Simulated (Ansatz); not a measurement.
## HgPd (distorted cell): a check of forces and pressure against finite differences

Program: Ansatz 0.2.0 through its Python package.

`hgpd_fdcheck.py`:
```python
from dataclasses import dataclass

import ansatz as az
import numpy as np


@dataclass(frozen=True)
class RunConfig:
    xc: str = "pbesol"
    smearing: str = "Fermi-Dirac"
    width_ev: float = 0.1
    ecut: int = 540
    kmesh: tuple[int, ...] = (7, 7, 5)
    scf_tol: float = 1e-09


settings = RunConfig()

vectors0 = np.array([
    [3.01461, -0.02308, 0.0387],
    [-0.02308, 2.9528, -0.00774],
    [0.04734, -0.00947, 3.67638],
])
sites = [
    ("Hg", (0.00636, 0.00323, 0.00195)),
    ("Pd", (0.50173, 0.50487, 0.50964)),
]


def on_lattice(cell):
    crystal = az.Crystal(lattice=az.Lattice.of(cell))
    for symbol, position in sites:
        crystal = crystal.atom(symbol, position)
    return crystal

def solve(crystal):
    return (
        crystal.calculation()
        .functional(settings.xc)
        .occupations(settings.smearing, width=settings.width_ev)
        .basis(settings.ecut, xc_grid=2)
        .kpoints(*settings.kmesh)
        .scf(tolerance=settings.scf_tol)
        .forces()
        .stress()
        .run(threads=1)
    ).report


centre = solve(on_lattice(vectors0))
start = on_lattice(vectors0)
print(f"force on atom 0 along y: analytic {centre['forces_ev_ang'][0][1]:.4f} eV/A")
for h in (0.004, 0.016):
    shift = np.eye(3)[1] * h @ np.linalg.inv(vectors0)
    plus, minus = (solve(start.move(0, to=np.array(sites[0][1]) + sign * shift))["lagrangian_ev"] for sign in (1, -1))
    print(f"  step {h} A: numerical {-(plus - minus) / (2 * h):.4f} eV/A")
volume = abs(np.linalg.det(vectors0))
larger, smaller = (solve(on_lattice(vectors0 * (1 + sign * 0.005) ** (1 / 3)))["lagrangian_ev"] for sign in (1, -1))
numerical = -(larger - smaller) / (0.01 * volume) * 160.21766
print(f"pressure: analytic {np.trace(centre['stress_gpa']) / 3:.3f}, numerical {numerical:.3f} GPa")
```

Running `python hgpd_fdcheck.py` prints:
```text
DeckWarning: output.stress: scf.convergence.dr2_threshold = 1e-9 eV is looser than the 2e-10 eV advised for a printed stress (1e-10 eV for each atom of the cell: 2). What an SCF threshold leaves in a stress goes as its square root, and in the free energy as the threshold itself, and one threshold admits the most on a small cell: of the crystals measured, under no hybrid functional and no lock of the moments, on runs that ended without the residual-converged pass, on stresses that held no [...]
force on atom 0 along y: analytic 0.0229 eV/A
  step 0.004 A: numerical 0.0229 eV/A
  step 0.016 A: numerical 0.0229 eV/A
pressure: analytic 5.954, numerical 5.958 GPa
```
(Warnings from the package without file and line, shortened.)

Caveats:
- The mesh is modest for a metal, so energies can be off by several to tens of meV an atom and pressures by half a GPa or more; differences at equal mesh fare better.
- Pressure is positive in compression.
- Spin-orbit coupling, which matters for elements this heavy, is left out.
- The cell is a database structure, distorted on purpose.
- The central difference errs as the square of the step, so the shorter step is the fairer test; what remains comes from the finite grid and the SCF threshold.
- Finished in 66 s on 1 thread of Arm Neoverse V2, with other jobs on the host, peak memory 0.49 GiB.
